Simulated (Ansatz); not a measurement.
## the K-Rb system: a small convex hull, step by step

Program: the Python package of Ansatz (0.2.0).

At the Python prompt:
```pycon
>>> from collections import Counter
>>> import csv
>>> import warnings
>>> import ansatz as az
>>> import numpy as np
>>> PHASES = {
...     'KRb3 Pm-3m': (
...         [[7.14149, 0.0, 0.0], [0.0, 7.14149, 0.0], [0.0, 0.0, 7.14149]],
...         [
...             ('K', [0.0, 0.0, 0.0]),
...             ('Rb', [0.0, 0.5, 0.5]),
...             ('Rb', [0.5, 0.0, 0.5]),
...             ('Rb', [0.5, 0.5, 0.0]),
...         ],
...     ),
...     'K3Rb Fm-3m': (
...         [[0.0, 5.4521, 5.4521], [5.4521, 0.0, 5.4521], [5.4521, 5.4521, 0.0]],
...         [
...             ('K', [0.25, 0.25, 0.25]),
...             ('K', [0.75, 0.75, 0.75]),
...             ('K', [0.5, 0.5, 0.5]),
...             ('Rb', [0.0, 0.0, 0.0]),
...         ],
...     ),
...     'K': (
...         [[-2.6125, 2.6125, 2.6125], [2.6125, -2.6125, 2.6125], [2.6125, 2.6125, -2.6125]],
...         [
...             ('K', [0.0, 0.0, 0.0]),
...         ],
...     ),
...     'Rb': (
...         [[-2.8025, 2.8025, 2.8025], [2.8025, -2.8025, 2.8025], [2.8025, 2.8025, -2.8025]],
...         [
...             ('Rb', [0.0, 0.0, 0.0]),
...         ],
...     ),
... }
>>> def build(vectors, sites):
...     crystal = az.Crystal(lattice=az.Lattice.of(vectors))
...     for symbol, position in sites:
...         crystal = crystal.atom(symbol, position)
...     return crystal
...
>>> def solve(name, crystal):
...     calc = (
...         crystal.calculation()
...         .functional('pbesol', dispersion='d3bjatm')
...         .basis(34 * az.Ry)
...         .scf(tolerance=1e-08)
...         .kpoints(spacing=0.3)
...         .occupations('gaussian', width=0.1)
...     )
...     calc = calc.relax(force_tolerance=0.02, max_steps=60, fix_cell=['shape'])
...     return calc.run(threads=1)
...
>>> def counts(outcome):
...     return Counter(site.symbol for site in outcome.lattice.sites)
...
>>> def formation_energy(outcome, mu):
...     n = counts(outcome)
...     return (outcome.report['energy_sigma0_ev'] - sum(k * mu[element] for element, k in n.items())) / sum(n.values())
...
>>> warnings.simplefilter('ignore', az.DeckWarning)
>>> phases = {name: build(*cell) for name, cell in PHASES.items()}
>>> done = {name: solve(name, crystal) for name, crystal in phases.items()}

>>> # energy of one atom in its reference phase
>>> references = {'K': 'K', 'Rb': 'Rb'}
>>> mu = {element: done[name].report['energy_sigma0_ev'] / len(done[name].lattice.sites) for element, name in references.items()}
>>> points = sorted((counts(o)['Rb'] / len(o.lattice.sites), formation_energy(o, mu), name) for name, o in done.items())
>>> # lower hull by a monotone chain
>>> hull = []
>>> for x, e, _ in points:
...     while len(hull) > 1 and (hull[-1][0] - hull[-2][0]) * (e - hull[-2][1]) - (hull[-1][1] - hull[-2][1]) * (x - hull[-2][0]) <= 0:
...         hull.pop()
...     hull.append((x, e))
...
(0.75, 0.014401748193904496)
>>> rows = [(name, x, e, e - np.interp(x, *zip(*hull))) for x, e, name in points]
>>> with open('hull.csv', 'w', newline='') as handle:
...     writer = csv.writer(handle)
...     writer.writerow(['phase', 'x(Rb)', 'E_form (eV/atom)', 'above hull (eV/atom)'])
...     writer.writerows([round(v, 4) if isinstance(v, float) else v for v in row] for row in rows)
...
51
>>> print(open('hull.csv').read())
phase,x(Rb),E_form (eV/atom),above hull (eV/atom)
K,0.0,0.0,0.0
K3Rb Fm-3m,0.25,-0.018,0.0
KRb3 Pm-3m,0.75,0.0144,0.0204
Rb,1.0,0.0,0.0
>>> print('on the hull of these phases:', ', '.join(row[0] for row in rows if row[3] < 1e-6))
on the hull of these phases: K, K3Rb Fm-3m, Rb
```

What to keep in mind:
- Dispersion corrections can be off by several per cent in the lattices of metals, and by several GPa in the pressure at a fixed cell.
- The program warned that this SCF threshold is loose for forces or stresses.
- Atoms and volume are relaxed with the cell's shape held, which in cells of lower than cubic symmetry can hide stresses and shift volumes.
- The cells come from databases of deposited and of computed structures, and not all need be stable phases.
- Differences under about 40 meV an atom lie within the error of mesh and functional, so such verdicts may flip; only the cells listed enter the hull.
- The script silences the warnings on its input, which a real study should read.
- Timing: 27 s on 1 thread of Arm Neoverse V2, with other jobs on the host, peak memory 0.62 GiB.

(Lines on the test bed's own set-up are left out of the output.)
